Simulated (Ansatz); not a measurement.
# CH2FNSi: ionisation energy by level of theory

One table from this session's results is given with a row withheld; the runs are named, their logs left out.

Computed with Ansatz 0.2.0, Gaussian basis. Level: unrestricted cation, the program's frozen cores in correlated methods.

Levels to be run: UKS PBE-D4/def2-TZVPP; UKS r2SCAN-D4/def2-TZVPP; UKS PBE0-D4/def2-TZVPP; UKS B3LYP-D4/def2-TZVPP; UKS wB97X-V/def2-TZVPP; UKS wB97M-V/def2-TZVPP; UKS B2PLYP/def2-TZVPP; UHF-CCSD(T)/def2-TZVPP; UHF-MP2/def2-QZVPP; extrapolation to the limit; then −ε(HOMO) from the neutral's earlier runs with LDA (SPW92), PBE-D4, revPBE-D4, BLYP-D4, r2SCAN-D4, B97M-V, PBE0-D4, B3LYP-D4, r2SCANh-D4, r2SCAN0-D4, HSE06-D4, BHLYP-D4, CAM-B3LYP-D4, LC-ωPBE, ωB97X-V, ωB97M-V.

### The relaxed structure

All runs share one geometry, relaxed beforehand with PBE0-D4 in a triple-zeta def2 set.

SMILES `F[SiH]1C=N1`, 6 atoms, charge 0, spin multiplicity 1.

Atoms are counted from 1 here; the program's logs count them from 0.

Bond lengths: F1–Si2 1.587 Å, Si2–C3 1.754 Å, Si2–N4 1.756 Å, Si2–H5 1.466 Å, C3–N4 1.292 Å, C3–H6 1.091 Å. Angles: F1–Si2–C3 122.5°, F1–Si2–N4 118.9°, F1–Si2–H5 108.3°, C3–Si2–N4 43.2°, C3–Si2–H5 127.2°, N4–Si2–H5 121.7°, Si2–C3–N4 68.5°, Si2–C3–H6 163.6°, N4–C3–H6 127.8°, Si2–N4–C3 68.3°.

The first run:

Contents of in.yaml:

```yaml
crystal:
  periodic: [false, false, false]
  atoms:
    - {symbol: F, position_ang: [1.859255, -0.343984, -0.757272]}
    - {symbol: Si, position_ang: [0.285768, -0.206877, -0.605858]}
    - {symbol: C, position_ang: [-0.466674, 0.494272, 0.814747]}
    - {symbol: N, position_ang: [-0.480569, -0.796516, 0.859993]}
    - {symbol: H, position_ang: [-0.321410, -0.404230, -1.925232]}
    - {symbol: H, position_ang: [-0.834270, 1.193336, 1.567522]}
basis:
  gaussian: {orbitals: def2-TZVPP}
total_charge: 1
magnetization: {spin_polarized: true, initial_magnetization: 1}
hamiltonian: {xc: pbe, dispersion: d4}
```

Launch:

```console
ansatz run in.yaml --threads 2 --pin off --events-out ev --progress --plain --max-ram 4352MiB
```

Among the steps run: Cation, UKS PBE-D4/def2-TZVPP; Cation, UKS r2SCAN-D4/def2-TZVPP; Cation, UKS PBE0-D4/def2-TZVPP; Cation, UKS B3LYP-D4/def2-TZVPP; Cation, UKS wB97X-V/def2-TZVPP; Cation, UKS wB97M-V/def2-TZVPP; Cation, UKS B2PLYP (frozen core)/def2-TZVPP; Cation, UHF-CCSD(T)/def2-TZVPP; Cation, UHF-MP2/def2-QZVPP.

One of the session's tables, all rows but one given; the rest of the session is left out.

For comparison, −ε(HOMO) of the neutral from earlier runs:

```
  functional  −ε(HOMO) (eV)
 LDA (SPW92)           5.85
      PBE-D4           5.70
   revPBE-D4           5.64
     BLYP-D4           5.58
   r2SCAN-D4           5.92
      B97M-V           5.99
     PBE0-D4           6.98
    B3LYP-D4              ?
  r2SCANh-D4           6.40
  r2SCAN0-D4           7.13
    HSE06-D4           6.57
    BHLYP-D4           8.18
CAM-B3LYP-D4           8.34
     LC-ωPBE           9.66
     ωB97X-V           9.31
     ωB97M-V           9.20
```

Estimate the missing values for B3LYP-D4.

Worked estimate for «−ε(HOMO) (eV)». Against the share of exact exchange, BLYP-D4 (0, 5.58), BHLYP-D4 (0.5, 8.18) give a slope of 5.20 per unit share; at 0.2 the line stands at 6.62.

**Answer.** −ε(HOMO) (eV): 6.77. In «−ε(HOMO) (eV)» the line misses by -0.15.
